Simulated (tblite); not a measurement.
# C7H11BO: the cost of one run

The runs use tblite 0.8.0 and PySCF 2.14.0, with density-fitted response routines of our own; the level of theory stands in each step. All values are computed, except where a source is named. Atoms count from 0, in the outputs and in this text.

## 1. Starting geometry

20 atoms, charge 0, multiplicity 1; geometry from: force field or distance geometry start.

Bonds of the start (Å): C0–C1 1.34, C1–C2 1.45, C2–C3 1.20, C3–C4 1.46, C1–C5 1.50, C5–B6 1.59, B6–O7 1.47, O7–C8 1.41, C0–H9 1.08, C0–H10 1.09, C4–H11 1.11, C4–H12 1.11, C4–H13 1.11, C5–H14 1.11, C5–H15 1.10, B6–H16 1.19, C8–H17 1.11, C8–H18 1.11, C8–H19 1.11.

## 2. Relaxing the molecule with GFN2-xTB

The job: settings as JSON, then the geometry in Å.

```
{"job": {"kind": "relax", "xc": "GFN2-xTB", "basis": "xTB"}, "charge": 0, "multiplicity": 1}
C     -0.101600    -1.679700     0.715700
C      0.381200    -0.703400    -0.065400
C      1.691400    -0.156500     0.249500
C      2.764500     0.320500     0.489000
C      4.078200     0.877100     0.809900
C     -0.390600    -0.185900    -1.238600
B     -1.466900     0.892900    -0.775000
O     -2.869100     0.761600    -1.178700
C     -3.576300     0.089900    -0.161100
H      0.442000    -2.052600     1.572000
H     -1.081500    -2.114500     0.505000
H      4.749600     0.735500    -0.065800
H      4.501800     0.366400     1.698000
H      3.978800     1.961200     1.015600
H      0.301800     0.322200    -1.947200
H     -0.886900    -1.017600    -1.763900
H     -1.116100     1.861800    -0.188400
H     -3.547600     0.650400     0.799700
H     -4.648000     0.029300    -0.455700
H     -3.210000    -0.947900    -0.017700
```

Started as:

```bash
$ OMP_NUM_THREADS=1 python probes_run.py task.json out
```

The driver reads the jobs from task.json and runs them one after another.

**Question.** How long does this first job take on 1 thread of Arm Neoverse N1, shared host, and how much memory does it need?

About 2 s, with a peak of 0.18 GiB.
